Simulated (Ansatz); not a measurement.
This script drives Ansatz 0.2.0 through its Python package.

`run_opt.py`
```python
# -*- coding: utf-8 -*-
'''Relax the C4H7Al molecule.'''

import itertools

import ansatz as az
from ase.data import atomic_numbers, covalent_radii
import numpy as np

GEOMETRY = '''
C     2.94090    0.76870    0.20740
C     1.61220    0.15810    0.16330
C     0.51750   -0.34470    0.12690
Al   -1.24500   -1.15200    0.06780
C    -2.83780   -0.02750   -0.33460
H     2.92010    1.73890   -0.33030
H     3.23550    0.93760    1.26360
H     3.67490    0.09290   -0.27770
H    -1.41880   -2.71540    0.34140
H    -3.54690   -0.07310    0.51730
H    -3.33510   -0.40610   -1.25110
H    -2.51750    1.02260   -0.49400
'''

c4h7al = az.Crystal.molecule()
for line in GEOMETRY.strip().splitlines():
    symbol, *xyz = line.split()
    c4h7al = c4h7al.atom(symbol, [float(v) for v in xyz])

calc = (
    c4h7al.calculation()
    .basis(gaussian='6-31G*')
    .functional('PBE0', dispersion='d3bj')
)
symbols = [site.symbol for site in c4h7al.cartesian_sites]
start = np.array([site.position_ang for site in c4h7al.cartesian_sites], dtype=float)
def progress(event):
    if event['event'] == 'relax_step':
        row = event['data']
        print(f'step {row["step"]:3d}  E = {row["lagrangian_ev"]:.6f} eV  largest force component {row["allowed_force_max_ev_ang"]:.4f} eV/A')


summary = calc.relax(force_tolerance=0.02).session().plan().execute(on_event=progress).report
end = np.array(summary['positions_ang'])

print('reference energy %16.6f eV' % summary['reference_energy_ev'])
print('total energy     %16.6f eV' % summary['free_energy_ev'])
print('occupied orbitals outside the frozen core (up, down):', summary['n_occupied'], ' frozen:', summary['n_frozen'], ' virtual:', summary['n_virtual'])

# pairs closer than 1.2 times the sum of covalent radii, before or after
radius = [covalent_radii[atomic_numbers[s]] for s in symbols]
span = lambda where, i, j: np.linalg.norm(where[i] - where[j])
bonded = [(i, j) for i, j in itertools.combinations(range(len(symbols)), 2) if min(span(start, i, j), span(end, i, j)) < 1.2 * (radius[i] + radius[j])]
print('pair        before    after (A)')
for i, j in bonded:
    print(f'{symbols[i]}{i}-{symbols[j]}{j}'.ljust(10), f'{span(start, i, j):8.4f} {span(end, i, j):8.4f}')

charges = summary['charge_distribution']
print('dipole moment', round(4.803205 * float(np.linalg.norm(charges['dipole_moment_e_ang'])), 3), 'D')
print('Mulliken:', [(s, round(q, 3)) for s, q in zip(symbols, charges['mulliken_charges_e'])])
with open('c4h7al_opt.xyz', 'w') as handle:
    handle.write(f'{len(symbols)}\nrelaxed C4H7Al\n')
    handle.writelines(f'{s:2s} {x:11.6f} {y:11.6f} {z:11.6f}\n' for s, (x, y, z) in zip(symbols, end))
```

It is started by `python run_opt.py`. How long does it take on 1 thread of Arm Neoverse V1, on a shared host, and how much memory does it need?

It took about 29 s, with a peak of 0.25 GiB, for 1 run of the engine.

`python run_opt.py` gives:
```text
step   1  E = -10848.978869 eV  largest force component 2.1898 eV/A
step   2  E = -10849.051966 eV  largest force component 0.2365 eV/A
step   3  E = -10849.057179 eV  largest force component 0.0606 eV/A
step   4  E = -10849.057357 eV  largest force component 0.0213 eV/A
step   5  E = -10849.057401 eV  largest force component 0.0065 eV/A
reference energy    -10848.877792 eV
total energy        -10849.057433 eV
occupied orbitals outside the frozen core (up, down): [22, 22]  frozen: 0  virtual: [71, 71]
pair        before    after (A)
C0-C1        1.4629   1.4527
C0-H5        1.1094   1.0959
C0-H6        1.1094   1.0962
C0-H7        1.1094   1.0960
C1-C2        1.2052   1.2223
C2-Al3       1.9395   1.9022
Al3-C4       1.9908   1.9562
Al3-H8       1.5966   1.5949
C4-H9        1.1093   1.0980
C4-H10       1.1093   1.0980
C4-H11       1.1094   1.0949
dipole moment 1.533 D
Mulliken: [('C', -0.642), ('C', 0.29), ('C', -0.375), ('Al', 0.425), ('C', -0.809), ('H', 0.214), ('H', 0.216), ('H', 0.215), ('H', -0.113), ('H', 0.191), ('H', 0.191), ('H', 0.196)]
```

File `c4h7al_opt.xyz` afterwards:
```text
12
relaxed C4H7Al
C     2.928244    0.755023    0.206281
C     1.605751    0.155485    0.161264
C     0.493349   -0.349808    0.124308
Al   -1.242987   -1.124184    0.063006
C    -2.817729   -0.032516   -0.330932
H     2.946153    1.718885   -0.315003
H     3.241417    0.928172    1.242454
H     3.673575    0.101901   -0.261847
H    -1.372390   -2.689066    0.342494
H    -3.544311   -0.081010    0.490792
H    -3.339312   -0.403780   -1.222907
H    -2.571762    1.020899   -0.499911
```

Caveats:
- Total energies depend on the basis set; only differences at equal settings carry meaning.
- The end point is the stationary point reached from this start; no frequency run checks that it is a minimum, and the basis set is modest.
- Total less reference energy is the dispersion correction.
